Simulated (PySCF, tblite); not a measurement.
**C5H13NO3Si: geometry, infrared bands and NMR shifts**

Wanted: the infrared bands and NMR shifts of C5H13NO3Si (`C[C@@H](C=O)O[Si@H](O)N(C)C`), by calculation.

Programs: tblite 0.8.0 and PySCF 2.14.0, with density-fitted response routines of our own. Each step states its level of theory. These are calculated values for one molecule in the gas phase, unless marked as measured. Atoms count from 0, in the outputs and in this text.

### 1 Starting geometry

23 atoms, charge 0, multiplicity 1; geometry from: force field or distance geometry start.

Bonds of the start (Å): C0–C1 1.52, C1–C2 1.55, C2–O3 1.22, C1–O4 1.42, O4–Si5 1.65, Si5–O6 1.64, Si5–N7 1.70, N7–C8 1.47, N7–C9 1.48, C0–H10 1.10, C0–H11 1.09, C0–H12 1.09, C1–H13 1.09, C2–H14 1.09, Si5–H15 1.48, O6–H16 0.98, C8–H17 1.10, C8–H18 1.09, C8–H19 1.10, C9–H20 1.09, C9–H21 1.09, C9–H22 1.10.

### 2 Optimising the geometry with GFN2-xTB

Job settings and geometry (Å):

```
{"job": {"kind": "relax", "xc": "GFN2-xTB", "basis": "xTB"}, "charge": 0, "multiplicity": 1}
C      2.222000     0.595700    -1.773700
C      1.542600     0.072900    -0.515900
C      2.655400    -0.493700     0.408100
O      2.801500    -0.168100     1.575000
O      0.786100     1.131000     0.049700
Si    -0.391700     0.837900     1.166200
O      0.249500     0.106400     2.491200
N     -1.488600    -0.262200     0.469000
C     -2.236800     0.112100    -0.741100
C     -2.393600    -1.060800     1.325800
H      1.457500     0.971600    -2.476200
H      2.799200    -0.179800    -2.271000
H      2.874800     1.438800    -1.531000
H      0.909300    -0.774800    -0.796800
H      3.290800    -1.246300    -0.056000
H     -1.113100     2.071200     1.546300
H      1.226100     0.083100     2.511000
H     -2.699300    -0.765900    -1.219400
H     -1.583600     0.561700    -1.493300
H     -3.030200     0.839400    -0.509600
H     -2.864500    -1.866100     0.760500
H     -1.842500    -1.543300     2.138900
H     -3.175600    -0.433700     1.773500
```

Started as:

```sh
> OMP_NUM_THREADS=1 python probes_run.py task.json out
```

This one command runs all jobs of the session in turn.

The log of the run:

```text
step      E/eV     max force
  0    -932.57792    2.400
  1    -932.68049    2.184
  2    -932.71969    0.776
  3    -932.74724    0.529
  4    -932.78769    0.452
  5    -932.80414    0.368
  6    -932.82282    0.287
  7    -932.83619    0.276
  8    -932.84804    0.261
  9    -932.85668    0.193
 10    -932.86623    0.216
 11    -932.87632    0.246
 12    -932.88570    0.209
 13    -932.89270    0.144
 14    -932.89764    0.141
 15    -932.90135    0.126
 16    -932.90444    0.116
 17    -932.90739    0.128
 18    -932.91068    0.127
 19    -932.91427    0.133
 20    -932.91764    0.132
 21    -932.92031    0.117
 22    -932.92237    0.107
 23    -932.92419    0.099
 24    -932.92573    0.080
 25    -932.92691    0.084
 26    -932.92786    0.077
 27    -932.92877    0.086
 28    -932.92977    0.084
 29    -932.93087    0.080
 30    -932.93197    0.084
 31    -932.93290    0.064
 32    -932.93361    0.069
 33    -932.93423    0.057
 34    -932.93493    0.066
 35    -932.93582    0.074
 36    -932.93685    0.072
 37    -932.93785    0.079
 38    -932.93879    0.073
 39    -932.93977    0.087
 40    -932.94088    0.090
 41    -932.94198    0.083
 42    -932.94282    0.056
 43    -932.94334    0.044
 44    -932.94368    0.032
 45    -932.94396    0.037
 46    -932.94420    0.040
 47    -932.94442    0.045
 48    -932.94464    0.033
 49    -932.94485    0.032
 50    -932.94504    0.029
 51    -932.94521    0.038
 52    -932.94541    0.046
 53    -932.94562    0.040
 54    -932.94584    0.031
 55    -932.94603    0.039
 56    -932.94623    0.041
 57    -932.94648    0.040
 58    -932.94673    0.036
 59    -932.94691    0.027
 60    -932.94703    0.021
 61    -932.94711    0.021
 62    -932.94720    0.022
 63    -932.94730    0.027
 64    -932.94741    0.030
 65    -932.94752    0.022
 66    -932.94761    0.023
 67    -932.94768    0.026
 68    -932.94775    0.023
 69    -932.94785    0.032
 70    -932.94800    0.032
 71    -932.94818    0.032
 72    -932.94834    0.033
 73    -932.94847    0.030
 74    -932.94859    0.026
 75    -932.94871    0.028
 76    -932.94883    0.027
 77    -932.94894    0.020
 78    -932.94904    0.026
 79    -932.94917    0.029
 80    -932.94931    0.026
 81    -932.94945    0.032
 82    -932.94961    0.033
 83    -932.94983    0.039
 84    -932.95013    0.044
 85    -932.95043    0.035
 86    -932.95063    0.027
 87    -932.95075    0.023
 88    -932.95084    0.023
 89    -932.95093    0.017
 90    -932.95100    0.016
 91    -932.95106    0.016
 92    -932.95111    0.017
 93    -932.95118    0.020
 94    -932.95126    0.025
 95    -932.95136    0.024
 96    -932.95144    0.019
 97    -932.95152    0.018
 98    -932.95160    0.021
 99    -932.95167    0.019
100    -932.95172    0.011
101    -932.95174    0.007
```

It took 3 s on 1 thread of Intel Xeon at 2.50GHz, shared host; peak memory 0.18 GiB.

Along the way: (not every step is listed)

| step | energy from step 0 (eV) | largest force (eV/Å) |
| --- | --- | --- |
| 0 | 0.0000 | 2.4004 |
| 1 | -0.1026 | 2.1836 |
| 2 | -0.1418 | 0.7755 |
| 3 | -0.1693 | 0.5290 |
| 4 | -0.2098 | 0.4515 |
| 5 | -0.2262 | 0.3685 |
| 6 | -0.2449 | 0.2868 |
| 7 | -0.2583 | 0.2763 |
| 8 | -0.2701 | 0.2613 |
| 16 | -0.3265 | 0.1160 |
| 24 | -0.3478 | 0.0798 |
| 32 | -0.3557 | 0.0686 |
| 40 | -0.3630 | 0.0900 |
| 48 | -0.3667 | 0.0334 |
| 56 | -0.3683 | 0.0406 |
| 64 | -0.3695 | 0.0299 |
| 72 | -0.3704 | 0.0328 |
| 80 | -0.3714 | 0.0259 |
| 88 | -0.3729 | 0.0226 |
| 96 | -0.3735 | 0.0193 |
| 97 | -0.3736 | 0.0177 |
| 98 | -0.3737 | 0.0214 |
| 99 | -0.3738 | 0.0187 |
| 100 | -0.3738 | 0.0106 |
| 101 | -0.3738 | 0.0066 |

Distances of close pairs at the start and the end, largest changes first:

| bond | before (Å) | after (Å) | change (Å) |
| --- | --- | --- | --- |
| C1–C2 | 1.553 | 1.510 | -0.043 |
| N7–C9 | 1.480 | 1.444 | -0.036 |
| C1–O4 | 1.418 | 1.389 | -0.029 |
| N7–C8 | 1.471 | 1.444 | -0.028 |
| Si5–O6 | 1.644 | 1.622 | -0.022 |
| Si5–H15 | 1.478 | 1.457 | -0.021 |
| C2–O3 | 1.220 | 1.199 | -0.021 |
| Si5–N7 | 1.703 | 1.723 | +0.020 |

The end geometry stands in the next job.

### 3 Infrared spectrum with GFN2-xTB

Job settings and geometry (Å):

```
{"job": {"kind": "ir", "xc": "GFN2-xTB", "basis": "xTB"}, "charge": 0, "multiplicity": 1}
C      2.181885     0.703620    -1.829704
C      1.580300     0.066150    -0.574119
C      2.670098    -0.482568     0.316244
O      2.738802    -0.346854     1.505906
O      0.779052     0.993184     0.080583
Si    -0.361941     0.730470     1.222613
O      0.129023    -0.046471     2.558669
N     -1.593506    -0.274440     0.558701
C     -2.142145     0.006750    -0.746583
C     -2.544605    -0.940245     1.417582
H      1.380362     1.030838    -2.485957
H      2.810389    -0.006731    -2.359671
H      2.771234     1.572393    -1.548429
H      0.983129    -0.815289    -0.869800
H      3.432173    -1.063208    -0.239207
H     -0.669186     2.128877     1.494174
H      1.077903    -0.111318     2.686868
H     -2.412318    -0.929568    -1.245056
H     -1.403919     0.530503    -1.347790
H     -3.041948     0.630471    -0.684132
H     -2.855337    -1.885526     0.963465
H     -2.076070    -1.138279     2.376070
H     -3.438127    -0.325775     1.580783
```

The log of the run:

```text
mode    cm-1     km/mol
  1      27.6      0.93
  2      54.7      2.01
  3      63.9      0.65
  4     107.8      4.69
  5     150.3      2.76
  6     157.9      9.90
  7     170.9      1.12
  8     182.6      8.78
  9     188.1      6.28
 10     214.8      0.00
 11     267.7      4.79
 12     285.0      2.51
 13     301.2     27.14
 14     322.7     16.79
 15     357.8     10.07
 16     389.7     12.24
 17     425.3     96.05
 18     443.9     90.80
 19     648.4     19.68
 20     665.0     47.77
 21     695.7     27.93
 22     709.9    110.35
 23     760.0    115.05
 24     856.0     57.37
 25     880.7    128.61
 26     901.3    290.51
 27     921.6    130.19
 28    1001.4    102.15
 29    1042.0    144.80
 30    1055.9     17.29
 31    1059.8     11.02
 32    1092.7      0.41
 33    1108.6     26.48
 34    1134.3      3.69
 35    1178.9    156.50
 36    1205.9     39.53
 37    1239.7      0.49
 38    1268.5      2.66
 39    1307.4     84.37
 40    1360.9     31.49
 41    1391.4      5.39
 42    1413.3      1.59
 43    1423.1      0.13
 44    1469.1      4.57
 45    1480.0      2.05
 46    1488.1      2.24
 47    1491.9      7.60
 48    1499.4      6.53
 49    1510.8      2.33
 50    1784.2    271.20
 51    2309.3    269.30
 52    2762.9    127.30
 53    2801.6     34.31
 54    2893.2     71.07
 55    2895.0     84.59
 56    2938.1     43.20
 57    2947.7     93.98
 58    3039.1     34.94
 59    3043.0     25.35
 60    3049.0     14.39
 61    3054.3     13.45
 62    3060.9     16.76
 63    3555.9    132.29
```

It took 3.6 s on 1 thread of Intel Xeon at 2.50GHz, shared host; peak memory 0.18 GiB.

Which atoms move in the most intense modes:

| cm⁻¹ | km/mol | atoms |
| --- | --- | --- |
| 881 | 128.6 | C2 22 %, H10 16 %, H16 13 %, H14 11 % |
| 901 | 290.5 | H16 59 % |
| 922 | 130.2 | O6 43 %, Si5 37 % |
| 1042 | 144.8 | H18 24 %, C8 17 %, N7 17 %, C9 15 % |
| 1179 | 156.5 | C1 39 %, O4 31 %, H13 13 % |
| 1784 | 271.2 | C2 60 %, O3 39 % |
| 2309 | 269.3 | H15 97 % |
| 3556 | 132.3 | H16 94 % |

### 4 Nuclear shieldings: PBE0/pcSseg-1

The job, as its differences from that of step 3:

```diff
@@ -1,2 +1,2 @@
-{"job": {"kind": "ir", "xc": "GFN2-xTB", "basis": "xTB"}, "charge": 0, "multiplicity": 1}
+{"job": {"kind": "nmr", "xc": "PBE0", "basis": "pcSseg-1"}, "charge": 0, "multiplicity": 1}
 C      2.181885     0.703620    -1.829704
```

With the program's defaults for keys left out, this is: GIAO PBE0/pcSseg-1 NMR shielding, non-relativistic, gas phase.

The log of the run:

```text
coarse grid: 19440 points
cycle   1  E = -767.2975596340  dE =  1.454e+00  |g| = 1.169e+00  |ddm| = 4.210e+00
cycle   2  E = -766.7794180922  dE =  5.181e-01  |g| = 2.031e+00  |ddm| = 2.505e+00
cycle   3  E = -767.5344267059  dE = -7.550e-01  |g| = 2.910e-01  |ddm| = 1.849e+00
cycle   4  E = -767.5495357685  dE = -1.511e-02  |g| = 1.020e-01  |ddm| = 2.660e-01
cycle   5  E = -767.5512474471  dE = -1.712e-03  |g| = 2.222e-02  |ddm| = 8.034e-02
cycle   6  E = -767.5513461589  dE = -9.871e-05  |g| = 6.385e-03  |ddm| = 1.956e-02
cycle   7  E = -767.5513544284  dE = -8.269e-06  |g| = 1.705e-03  |ddm| = 5.872e-03
final grid: 182424 points
cycle   8  E = -767.6393034909  dE = -2.532e-05  |g| = 1.648e-02  |ddm| = 2.910e-02
cycle   9  E = -767.6392021230  dE =  1.014e-04  |g| = 2.848e-02  |ddm| = 3.101e-02
cycle  10  E = -767.6393543920  dE = -1.523e-04  |g| = 3.394e-03  |ddm| = 2.072e-02
cycle  11  E = -767.6393566192  dE = -2.227e-06  |g| = 4.911e-04  |ddm| = 2.446e-03
cycle  12  E = -767.6393566588  dE = -3.963e-08  |g| = 1.801e-04  |ddm| = 4.991e-04
cycle  13  E = -767.6393566651  dE = -6.304e-09  |g| = 3.710e-05  |ddm| = 1.505e-04
cycle  14  E = -767.6393566654  dE = -2.738e-10  |g| = 1.336e-05  |ddm| = 4.649e-05
converged SCF energy = -767.6393566654

GIAO shielding tensors (ppm)
atom      isotropic    diamagn.    paramagn.     s11        s22        s33       span
  0 C      167.835     247.443     -79.609    150.020    166.990    186.494     36.474
  1 C      109.193     247.329    -138.136     81.730     97.943    147.905     66.174
  2 C      -25.557     250.940    -276.498   -126.647    -35.522     85.497    212.144
  3 O     -313.539     402.927    -716.466   -897.727   -415.902    373.014   1270.741
  4 O      265.532     402.843    -137.311    246.693    261.766    288.138     41.445
  5 Si     395.214     885.352    -490.137    383.521    387.163    414.959     31.437
  6 O      276.559     393.371    -116.813    236.067    284.452    309.157     73.091
  7 N      232.435     330.577     -98.142    208.217    220.451    268.637     60.420
  8 C      148.788     247.745     -98.957    124.541    135.898    185.925     61.384
  9 C      148.614     242.770     -94.156    124.579    135.001    186.261     61.683
 10 H       29.947      30.702      -0.755     25.699     29.280     34.862      9.162
 11 H       30.254      29.364       0.890     26.206     27.267     37.290     11.084
 12 H       30.270      29.481       0.789     26.232     28.653     35.926      9.693
 13 H       27.175      35.430      -8.255     21.543     28.750     31.232      9.689
 14 H       21.902      28.307      -6.405     19.248     21.037     25.419      6.171
 15 H       27.129      32.364      -5.235     23.633     24.622     33.133      9.500
 16 H       27.859      33.963      -6.104     17.427     23.345     42.806     25.378
 17 H       29.320      31.891      -2.572     25.291     26.602     36.066     10.775
 18 H       28.755      34.098      -5.343     22.872     29.650     33.744     10.872
 19 H       29.365      30.505      -1.140     24.870     26.661     36.565     11.696
 20 H       29.431      29.203       0.228     24.837     27.023     36.433     11.596
 21 H       28.265      29.599      -1.334     22.259     28.824     33.712     11.453
 22 H       29.464      27.807       1.657     24.712     26.933     36.748     12.036
```

Wall time 2.5 min (1 thread of Intel Xeon at 2.50GHz, shared host); peak memory 1.1 GiB.

The references, computed at this level on geometries of the same kind, shield at (ppm): 1H TMS 31.72, 13C TMS 186.9, 29Si TMS 349.2, 15N NH3 267.7, 17O H2O 336.1. Their shielding less the atom's gives the shift. The references are single molecules in the gas phase, so shifts against H2O, NH3, PH3, H3PO4 or CFCl3 are not on the usual liquid scales and can be off by tens of ppm. Atoms listed in one row are averaged.

| atoms | environment | σ (ppm) | δ (ppm) | δ scaled to CDCl3 |
| --- | --- | --- | --- | --- |
| C2 | aldehyde carbonyl carbon | -25.6 | 212.5 | 205.5 |
| C1 | sp3 CH bonded to O, α to a carbonyl | 109.2 | 77.7 | 74.0 |
| C8, C9 | methyl carbon bonded to N | 148.7 | 38.2 | 35.4 |
| C0 | methyl carbon | 167.8 | 19.1 | 16.7 |
| H14 | hydrogen on an aldehyde carbonyl carbon | 21.90 | 9.82 | 9.36 |
| H15 | hydrogen on a silicon bonded to N, 2 O | 27.13 | 4.59 | – |
| H13 | hydrogen on an sp3 CH bonded to O, α to a carbonyl | 27.17 | 4.54 | 4.39 |
| H16 | hydrogen on an oxygen bonded to Si | 27.86 | 3.86 | – |
| H17, H18, H19, H20, H21, H22 | hydrogen on a methyl carbon bonded to N | 29.10 | 2.62 | 2.57 |
| H10, H11, H12 | hydrogen on a methyl carbon | 30.16 | 1.56 | 1.58 |
| O3 | aldehyde oxygen | -313.5 | 649.6 | – |
| O4 | oxygen bonded to C, Si | 265.5 | 70.5 | – |
| O6 | oxygen bonded to Si, H | 276.6 | 59.5 | – |
| Si5 | silicon bonded to N, 2 O, H | 395.2 | -46.1 | – |
| N7 | nitrogen bonded to 2 C, Si | 232.4 | 35.3 | – |

The scaled column applies a straight-line fit of computed shieldings to shifts measured in CDCl3 (root-mean-square error 0.16 ppm for H, 1.9 ppm for C).

Charges from the same density, by scheme (e):

| atoms | Mulliken | IAO | Hirshfeld | ESP fit |
| --- | --- | --- | --- | --- |
| C0 | -0.23 | -0.43 | -0.12 | -0.50 |
| C1 | -0.03 | 0.05 | 0.05 | 0.61 |
| C2 | 0.29 | 0.26 | 0.14 | 0.28 |
| O3 | -0.38 | -0.38 | -0.19 | -0.42 |
| O4 | -0.63 | -0.63 | -0.21 | -0.62 |
| Si5 | 1.15 | 1.39 | 0.46 | 0.94 |
| O6 | -0.56 | -0.81 | -0.31 | -0.74 |
| N7 | -0.79 | -0.53 | -0.18 | -0.22 |
| C8, C9 | -0.08 | -0.30 | -0.07 | -0.40 |

Mayer bond orders: C0–C1 1.03, C1–C2 0.94, C2–O3 1.98, C1–O4 0.89, O4–Si5 0.93, Si5–O6 1.08, Si5–N7 0.94, N7–C8 0.96, N7–C9 0.96.

### 5 What came out

| quantity | value |
| --- | --- |
| strongest single infrared mode (GFN2-xTB) | 901 cm⁻¹, 291 km/mol |
| zero-point energy (GFN2-xTB) | 113.7 kcal/mol |
| 13C shifts against TMS (PBE0/pcSseg-1, means over atoms taken as alike) | 212.5, 77.7, 38.2, 19.1 ppm |
| 1H shifts against TMS (PBE0/pcSseg-1, means over atoms taken as alike) | 9.82, 4.59, 4.54, 3.86, 2.62, 1.56 ppm |
| 17O shifts against H2O (PBE0/pcSseg-1) | 649.6, 70.5, 59.5 ppm |
| 29Si shifts against TMS (PBE0/pcSseg-1) | -46.1 ppm |
| 15N shifts against NH3 (PBE0/pcSseg-1) | 35.3 ppm |

What this shows: Over 101 steps the energy fell by 0.374 eV; of the close pairs, C1–C2 changed most, 1.553 to 1.510 Å. No mode is imaginary among the 63: a minimum at this level. The strongest single mode, at 901 cm⁻¹, moves mainly H16. Unscaled tight-binding wavenumbers are off by several per cent, some by more. Its intensities can rank the bands wrongly. C2 (aldehyde carbonyl carbon) lies farthest downfield among carbon, at 212.5 ppm; low-lying n→π* states of the double bond to the heteroatom give a large paramagnetic term (-276 ppm). The most deshielded hydrogen is H14 (hydrogen on an aldehyde carbonyl carbon), at 9.82 ppm: the formyl region, downfield of aromatic protons. At PBE0/pcSseg-1: Shielding is most anisotropic at O3 (span 1271 ppm, paramagnetic term -716 ppm).
